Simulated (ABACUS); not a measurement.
The system is HfIn4SiO6.

```
Hf In Si O
1.0
     2.41418   -8.12947   -0.00361
     2.41418    8.12947   -0.00361
    -0.98872    0.00000    4.73072
Hf In Si O
1 4 1 6
Direct
  0.00000 0.00000 0.00000
  0.66321 0.33679 0.00000
  0.16197 0.83803 0.50000
  0.33679 0.66321 0.00000
  0.83803 0.16197 0.50000
  0.50000 0.50000 0.50000
  0.73033 0.73033 0.27051
  0.26967 0.26967 0.72949
  0.19575 0.35695 0.27609
  0.64305 0.80425 0.72391
  0.80425 0.64305 0.72391
  0.35695 0.19575 0.27609
```

The cell was built by a generator and needn't be a form met in nature.

Base run:

```yaml
Program: ABACUS 3.10.1
Functional: PBE
Potentials_or_basis: SG15 ONCV 1.2 PBE
Cutoff: 1361 eV
Density_cutoff: 5442 eV
Basis: DZP LCAO (the cutoffs set its grid)
k_mesh: 4 × 4 × 4
Occupations: fermi-dirac, width 0.05 eV
Spin: no spin polarisation
```

Its results: band gap on the k mesh 0.30 eV, direct; pressure 2.2 GPa; largest force 0.600 eV/Å.

Task: After a change of settings the same cell gave: band gap on the k mesh 0.29 eV, direct; pressure -0.2 GPa; largest force 0.528 eV/Å. Which change was it?
A. functional from PBE to TPSS
B. functional from PBE to PBEsol
C. functional from PBE to WC
D. functional from PBE to PW91

Result: A.

Caveats: the atomic orbitals were generated for these runs and aren't a published set; spin-orbit coupling is left out, which moves the levels of the heavy elements; the basis of atomic orbitals isn't converged, which shifts pressures, moduli and gaps; the potentials were made for another functional, which shifts forces and pressure (some runs).

Not every run made on this cell is shown here.
